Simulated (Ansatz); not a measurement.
**C2H8SSi: up Jacob's ladder to CCSD(T)**

An exercise on one series of results from a longer session: the logs are not shown, and one member is left open.

Program: Ansatz 0.2.0, Gaussian basis. Level of theory: functionals in def2-TZVPP, the program's frozen cores in correlated methods. These are calculated values, not measurements.

The runs, in order: LDA (SPW92), PBE-D4, revPBE-D4, BLYP-D4, r2SCAN-D4, B97M-V, PBE0-D4, B3LYP-D4, r2SCANh-D4, r2SCAN0-D4, HSE06-D4, BHLYP-D4, CAM-B3LYP-D4, LC-ωPBE, ωB97X-V, ωB97M-V, B2PLYP, PBE-QIDH; CCSD(T)/def2-SVP; CCSD(T)/def2-TZVPP; CCSD(T)/def2-QZVPP; extrapolation to the limit; RPA on PBE.

### The geometry

The geometry comes from an earlier relaxation with PBE0-D4 in a triple-zeta def2 set; it is a stationary point, not always the lowest conformer.

SMILES `CCS[SiH3]`, 12 atoms, charge 0, spin multiplicity 1.

Atoms are counted from 1 here; the program's logs count them from 0.

Bond lengths: C1–C2 1.515 Å, C1–H5 1.092 Å, C1–H6 1.093 Å, C1–H7 1.092 Å, C2–S3 1.827 Å, C2–H8 1.092 Å, C2–H9 1.092 Å, S3–Si4 2.123 Å, Si4–H10 1.483 Å, Si4–H11 1.488 Å, Si4–H12 1.488 Å. Angles: C2–C1–H5 111.1°, C2–C1–H6 110.1°, C2–C1–H7 111.1°, H5–C1–H6 108.2°, H5–C1–H7 108.1°, H6–C1–H7 108.2°, C1–C2–S3 109.6°, C1–C2–H8 110.7°, C1–C2–H9 110.7°, S3–C2–H8 108.7°, S3–C2–H9 108.7°, H8–C2–H9 108.3°, C2–S3–Si4 99.3°, S3–Si4–H10 106.5°, S3–Si4–H11 111.2°, S3–Si4–H12 111.2°, H10–Si4–H11 110.0°, H10–Si4–H12 110.0° and more.

Coordinates:

```mol
C2H8SSi
  3D, bonds by distance, orders not assigned

 12 11  0  0  0  0  0  0  0  0999 V2000
   -0.2548    1.9734    0.6878 C   0  0
   -0.2396    0.4715    0.4906 C   0  0
    0.6166    0.0668   -1.0723 S   0  0
    0.4524   -2.0492   -1.0152 Si  0  0
    0.7600    2.3730    0.7386 H   0  0
   -0.7677    2.2248    1.6194 H   0  0
   -0.7747    2.4716   -0.1329 H   0  0
   -1.2570    0.0772    0.4446 H   0  0
    0.2820   -0.0214    1.3139 H   0  0
    1.1084   -2.5560   -2.2451 H   0  0
    1.1240   -2.6099    0.1888 H   0  0
   -0.9727   -2.4770   -0.9843 H   0  0
  1  2  8  0
  2  3  8  0
  3  4  8  0
  1  5  8  0
  1  6  8  0
  1  7  8  0
  2  8  8  0
  2  9  8  0
  4 10  8  0
  4 11  8  0
  4 12  8  0
M  END
```

Set-up of the first run:

in.yaml reads:

```yaml
crystal:
  periodic: [false, false, false]
  atoms:
    - {symbol: C, position_ang: [-0.254772, 1.973428, 0.687789]}
    - {symbol: C, position_ang: [-0.239589, 0.471506, 0.490628]}
    - {symbol: S, position_ang: [0.616632, 0.066815, -1.072300]}
    - {symbol: Si, position_ang: [0.452376, -2.049204, -1.015178]}
    - {symbol: H, position_ang: [0.760003, 2.373048, 0.738621]}
    - {symbol: H, position_ang: [-0.767682, 2.224802, 1.619443]}
    - {symbol: H, position_ang: [-0.774738, 2.471639, -0.132874]}
    - {symbol: H, position_ang: [-1.257000, 0.077196, 0.444626]}
    - {symbol: H, position_ang: [0.281994, -0.021376, 1.313862]}
    - {symbol: H, position_ang: [1.108418, -2.555968, -2.245107]}
    - {symbol: H, position_ang: [1.123952, -2.609888, 0.188794]}
    - {symbol: H, position_ang: [-0.972693, -2.476997, -0.984306]}
basis:
  gaussian: {orbitals: def2-TZVPP}
hamiltonian: {xc: lda}
output: {orbitals: {seedname: orbitals}}
```

On the command line:

```console
$ ansatz run in.yaml --threads 2 --pin off --events-out ev --progress --plain --max-ram 32768MiB --backend cpu
```

Steps of the session up to this table: LDA; PBE-D4 (GGA); revPBE-D4 (GGA); BLYP-D4 (GGA); r2SCAN-D4 (meta-GGA); B97M-V (meta-GGA); B3LYP-D4 (hybrid); r2SCANh-D4 (hybrid); r2SCAN0-D4 (hybrid); HSE06-D4 (hybrid); BHLYP-D4 (hybrid); CAM-B3LYP-D4 (range-separated); LC-ωPBE (range-separated); ωB97X-V (range-separated); ωB97M-V (range-separated); B2PLYP (double hybrid); PBE-QIDH (double hybrid).

One table of the session follows, with a row left open; its other results are not shown here.

It belongs to the step «Frontier levels by functional». 

| functional | HOMO (eV) | gap (eV) |
| --- | --- | --- |
| LDA (SPW92) | -5.78 | 4.89 |
| PBE-D4 | -5.70 | 5.03 |
| revPBE-D4 | -5.66 | 5.09 |
| BLYP-D4 | -5.55 | 5.01 |
| r2SCAN-D4 | -5.95 | 5.62 |
| B97M-V | -6.11 | 5.59 |
| PBE0-D4 | -6.90 | 7.11 |
| B3LYP-D4 | -6.66 | 6.66 |
| r2SCANh-D4 | -6.39 | 6.38 |
| r2SCAN0-D4 | -7.06 | 7.50 |
| HSE06-D4 | -6.50 | 6.33 |
| BHLYP-D4 | -7.97 | 9.05 |
| CAM-B3LYP-D4 | -8.21 | 9.41 |
| LC-ωPBE | -9.59 | 11.96 |
| ωB97X-V | -9.25 | 11.48 |
| ωB97M-V | ? | ? |

**Question.** Estimate the row for ωB97M-V.

**Answer.** HOMO (eV): -9.09; gap (eV): 11.01. In the column «HOMO (eV)» it lies between ωB97X-V (-9.25) and CAM-B3LYP-D4 (-8.21).
